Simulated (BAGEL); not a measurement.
# C2F4O (trifluoroacetyl fluoride): HF/3-21G (density fitting with cc-pvqz-jkfit)

What is the vertical ionisation energy of C2F4O (trifluoroacetyl fluoride) at HF/3-21G (density fitting with cc-pvqz-jkfit)? 

The calculation is run with BAGEL 1.2.2.

2 further runs of the same task are left out: 2 set aside as unsound or not needed.

### 1 Starting point

The species is C2F4O (7 atoms), meant as a singlet with charge 0. SMILES: `O=C(F)C(F)(F)F`. The shape is that of a PBE0-D4/def2-TZVP optimisation.

Bond lengths: O1–C2 1.172 Å, C2–F3 1.326 Å, C2–C4 1.542 Å, C4–F5 1.330 Å, C4–F6 1.330 Å, C4–F7 1.318 Å. Angles: O1–C2–F3 124.0°, O1–C2–C4 126.4°, F3–C2–C4 109.5°, C2–C4–F5 109.8°, C2–C4–F6 109.8°, C2–C4–F7 110.2°, F5–C4–F6 108.7°, F5–C4–F7 109.1°, F6–C4–F7 109.1°.

### 2 The energy at HF/3-21G (density fitting with cc-pvqz-jkfit)

File calc.json:

```json
{ "bagel": [

{
  "title": "molecule",
  "basis": "3-21g",
  "df_basis": "cc-pvqz-jkfit",
  "angstrom": "true",
  "geometry": [
    { "atom": "O", "xyz": [    1.061180,   -1.396170,    0.701140 ] },
    { "atom": "C", "xyz": [    0.088980,   -0.798110,    0.435150 ] },
    { "atom": "F", "xyz": [   -1.136840,   -1.201010,    0.739860 ] },
    { "atom": "C", "xyz": [    0.018150,    0.551850,   -0.306440 ] },
    { "atom": "F", "xyz": [   -0.697880,    0.418270,   -1.418740 ] },
    { "atom": "F", "xyz": [   -0.564330,    1.461580,    0.468830 ] },
    { "atom": "F", "xyz": [    1.230750,    0.963590,   -0.619810 ] }
  ]
},
{ "title": "hf" },
{ "title": "print", "file": "orbitals.molden", "orbitals": "true" }

]}
```

Started as:

```console
$ BAGEL_NUM_THREADS=1 BAGEL calc.json > calc.out
```

The program printed:

```text
* using 1 threads per process

  ===============================================================
  ===============================================================

  *** Geometry ***

  { "atom" : "O", "xyz" : [      2.005340,     -2.638379,      1.324963 ] },
  { "atom" : "C", "xyz" : [      0.168148,     -1.508209,      0.822314 ] },
  { "atom" : "F", "xyz" : [     -2.148316,     -2.269580,      1.398133 ] },
  { "atom" : "C", "xyz" : [      0.034299,      1.042845,     -0.579088 ] },
  { "atom" : "F", "xyz" : [     -1.318802,      0.790416,     -2.681030 ] },
  { "atom" : "F", "xyz" : [     -1.066429,      2.761986,      0.885960 ] },
  { "atom" : "F", "xyz" : [      2.325780,      1.820921,     -1.171271 ] },

  Number of auxiliary basis functions:      742

  Since a DF basis is specified, we compute 2- and 3-index integrals:
    o Being stored without compression. Storage requirement is 0.024 GB

  Number of basis functions:       63
  Number of electrons      :       56

    * METHOD: MOLECULE                             1.19

  *** RHF ***

  === Nuclear Repulsion ===
   336.9822695523

      * DIIS with orbital gradients will be used.

  === RHF iteration (3-21g) ===
      0       -544.98020965          0.03553801           0.14
      1       -545.18041696          0.02670285           0.12
      2       -545.35409094          0.00254457           0.16
      3       -545.35684081          0.00138334           0.14
      4       -545.35774434          0.00032642           0.13
      5       -545.35787900          0.00011282           0.15
      6       -545.35789089          0.00005016           0.16
      7       -545.35789235          0.00001144           0.17
      8       -545.35789246          0.00000549           0.17
      9       -545.35789247          0.00000146           0.18
     10       -545.35789247          0.00000050           0.17
     11       -545.35789247          0.00000023           0.15
     12       -545.35789247          0.00000007           0.15
     13       -545.35789247          0.00000003           0.18
     14       -545.35789247          0.00000001           0.18
    * SCF iteration converged.

    * Permanent dipole moment:
           (    0.147903,    -0.135021,     0.065384) a.u.

    * METHOD: HF                                   2.60

    * METHOD: PRINT                                0.03

  ===============================================================
```

It took 4.5 s on 1 thread of AMD EPYC 7R43 (Zen 3), shared host; peak memory 0.13 GiB.

### 3 The doublet cation at the same level

File input.json:

```json
{ "bagel": [

{
  "title": "molecule",
  "basis": "3-21g",
  "df_basis": "cc-pvqz-jkfit",
  "angstrom": true,
  "geometry": [
    { "atom": "O", "xyz": [       1.061180,      -1.396170,       0.701140 ] },
    { "atom": "C", "xyz": [       0.088980,      -0.798110,       0.435150 ] },
    { "atom": "F", "xyz": [      -1.136840,      -1.201010,       0.739860 ] },
    { "atom": "C", "xyz": [       0.018150,       0.551850,      -0.306440 ] },
    { "atom": "F", "xyz": [      -0.697880,       0.418270,      -1.418740 ] },
    { "atom": "F", "xyz": [      -0.564330,       1.461580,       0.468830 ] },
    { "atom": "F", "xyz": [       1.230750,       0.963590,      -0.619810 ] }
  ]
},

{
  "title": "uhf",
  "charge": 1,
  "nopen": 1
},

{
  "title": "print",
  "file": "orbitals.molden",
  "orbitals": true
}

]}
```

Started as:

```console
$ BAGEL_NUM_THREADS=1 BAGEL input.json > input.out
```

The program printed:

```text
* using 1 threads per process

  ===============================================================
  ===============================================================

  *** Geometry ***

  { "atom" : "O", "xyz" : [      2.005340,     -2.638379,      1.324963 ] },
  { "atom" : "C", "xyz" : [      0.168148,     -1.508209,      0.822314 ] },
  { "atom" : "F", "xyz" : [     -2.148316,     -2.269580,      1.398133 ] },
  { "atom" : "C", "xyz" : [      0.034299,      1.042845,     -0.579088 ] },
  { "atom" : "F", "xyz" : [     -1.318802,      0.790416,     -2.681030 ] },
  { "atom" : "F", "xyz" : [     -1.066429,      2.761986,      0.885960 ] },
  { "atom" : "F", "xyz" : [      2.325780,      1.820921,     -1.171271 ] },

  Number of auxiliary basis functions:      742

  Since a DF basis is specified, we compute 2- and 3-index integrals:
    o Being stored without compression. Storage requirement is 0.024 GB

  Number of basis functions:       63
  Number of electrons      :       56

    * METHOD: MOLECULE                             0.57

  *** Open-shell HF ***

  === Nuclear Repulsion ===
   336.9822695523

      * DIIS with orbital gradients will be used.

  === UHF iteration (3-21g) ===
      0       -544.41308869          0.07373988           0.29
      1       -544.63304315          0.06249376           0.29
      2       -544.74604781          0.04707679           0.29
      3       -544.89316373          0.00558189           0.32
      4       -544.90142243          0.00336408           0.27
      5       -544.91103059          0.00190240           0.27
      6       -544.91437095          0.00095719           0.28
      7       -544.91492122          0.00060279           0.25
      8       -544.91529430          0.00035136           0.27
      9       -544.91542068          0.00021773           0.28
     10       -544.91547285          0.00011560           0.27
     11       -544.91548458          0.00003396           0.25
     12       -544.91548594          0.00001330           0.24
     13       -544.91548628          0.00000610           0.30
     14       -544.91548636          0.00000340           0.37
     15       -544.91548641          0.00000203           0.26
     16       -544.91548643          0.00000130           0.26
     17       -544.91548644          0.00000081           0.25
     18       -544.91548644          0.00000042           0.25
     19       -544.91548644          0.00000029           0.23
     20       -544.91548644          0.00000019           0.23
     21       -544.91548644          0.00000008           0.23
     22       -544.91548644          0.00000005           0.24
     23       -544.91548644          0.00000002           0.24
     24       -544.91548644          0.00000002           0.26
     25       -544.91548644          0.00000001           0.26
    * SCF iteration converged.

    * S^2 (UHF) is 0.7802

    * Permanent dipole moment:
           (   -0.502302,     1.545931,    -0.820611) a.u.

    * METHOD: UHF                                  7.23

    * METHOD: PRINT                                0.02

  ===============================================================
```

Run time: 8.4 s. Hardware: 1 thread of AMD EPYC 7R43 (Zen 3), shared host; peak memory 0.13 GiB.

### 4 What came out

Level: HF/3-21G (density fitting with cc-pvqz-jkfit).

| quantity | value |
| --- | --- |
| singlet C2F4O: total energy | -545.35789 Eh |
| singlet C2F4O: dipole moment | 0.54 D |
| singlet C2F4O: HOMO energy | -14.46 eV |
| singlet C2F4O: LUMO energy | 2.63 eV |
| singlet C2F4O: HOMO–LUMO gap | 17.09 eV |
| doublet cation: total energy | -544.91549 Eh |
| doublet cation: ⟨S²⟩ | 0.780 |
| vertical ionisation energy (to the doublet cation) | 12.038 eV |

Removing an electron at fixed nuclei costs 12.04 eV (1162 kJ/mol). −ε(HOMO) before ionisation, 14.46 eV, is 2.42 eV above this ionisation energy.
